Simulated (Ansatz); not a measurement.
# C4H8F2O: how energies converge with the basis set

One table from this session's results is given with a row withheld; the runs are named, their logs left out.

Method: one geometry, several basis sets; program: Ansatz 0.2.0, Gaussian basis.

Plan: PBE0-D4/def2-SVP; ωB97M-V/def2-SVP; PBE0-D4/def2-QZVPP; ωB97M-V/def2-QZVPP; the functionals' def2-TZVPP values are taken from earlier runs.

### Structure used throughout

All runs share one geometry, relaxed beforehand with PBE0-D4 in a triple-zeta def2 set.

SMILES `CC(F)OCCF`, 15 atoms, charge 0, spin multiplicity 1.

Atoms are counted from 1 here; the program's logs count them from 0.

Bond lengths: C1–C2 1.499 Å, C1–H8 1.090 Å, C1–H9 1.091 Å, C1–H10 1.090 Å, C2–F3 1.393 Å, C2–O4 1.377 Å, C2–H11 1.096 Å, O4–C5 1.414 Å, C5–C6 1.502 Å, C5–H12 1.094 Å, C5–H13 1.095 Å, C6–F7 1.385 Å, C6–H14 1.095 Å, C6–H15 1.094 Å. Angles: C2–C1–H8 109.9°, C2–C1–H9 109.5°, C2–C1–H10 109.9°, H8–C1–H9 109.3°, H8–C1–H10 109.2°, H9–C1–H10 109.1°, C1–C2–F3 109.0°, C1–C2–O4 109.1°, C1–C2–H11 112.9°, F3–C2–O4 109.0°, F3–C2–H11 105.4°, O4–C2–H11 111.3°, C2–O4–C5 115.3°, O4–C5–C6 111.7°, O4–C5–H12 107.4°, O4–C5–H13 110.8°, C6–C5–H12 108.5°, C6–C5–H13 110.6° and more.

Set-up of the first run:

Input file in.yaml:

```yaml
crystal:
  periodic: [false, false, false]
  atoms:
    - {symbol: C, position_ang: [-1.270354, -0.814493, 1.744928]}
    - {symbol: C, position_ang: [-1.012971, -0.076675, 0.465699]}
    - {symbol: F, position_ang: [-2.171214, -0.092095, -0.308256]}
    - {symbol: O, position_ang: [-0.004224, -0.709288, -0.225367]}
    - {symbol: C, position_ang: [0.527847, 0.016978, -1.315657]}
    - {symbol: C, position_ang: [1.809654, 0.709811, -0.949312]}
    - {symbol: F, position_ang: [1.568142, 1.736903, -0.052217]}
    - {symbol: H, position_ang: [-2.121184, -0.372751, 2.263523]}
    - {symbol: H, position_ang: [-1.486292, -1.860691, 1.523744]}
    - {symbol: H, position_ang: [-0.391186, -0.759266, 2.387717]}
    - {symbol: H, position_ang: [-0.782868, 0.983162, 0.623098]}
    - {symbol: H, position_ang: [0.736440, -0.700389, -2.115107]}
    - {symbol: H, position_ang: [-0.202967, 0.736537, -1.697987]}
    - {symbol: H, position_ang: [2.275984, 1.140908, -1.841178]}
    - {symbol: H, position_ang: [2.503293, 0.010550, -0.474227]}
basis:
  gaussian: {orbitals: def2-SVP}
hamiltonian: {xc: pbe0, dispersion: d4}
output: {orbitals: {seedname: orbitals}}
```

On the command line:

```bash
> ansatz run in.yaml --threads 4 --pin off --events-out ev --progress --plain --max-ram 11315MiB
```

Steps of the session up to this table: PBE0-D4 in def2-SVP; ωB97M-V in def2-SVP; PBE0-D4 in def2-QZVPP; ωB97M-V in def2-QZVPP.

One of the session's tables, all rows but one given; the rest of the session is left out.

It belongs to the step «Functionals by basis». 

```
functional       basis  HOMO (eV)  LUMO (eV)
   PBE0-D4    def2-SVP      -8.15       1.98
   PBE0-D4  def2-TZVPP      -8.29       1.41
   PBE0-D4  def2-QZVPP      -8.33       0.83
   ωB97M-V    def2-SVP     -10.56       3.65
   ωB97M-V  def2-TZVPP     -10.71       2.85
   ωB97M-V  def2-QZVPP          ?          ?
```

Estimate the missing values for ωB97M-V, def2-QZVPP.

**Answer.** HOMO (eV): -10.76; LUMO (eV): 1.95. In the column «HOMO (eV)» it is the lowest.
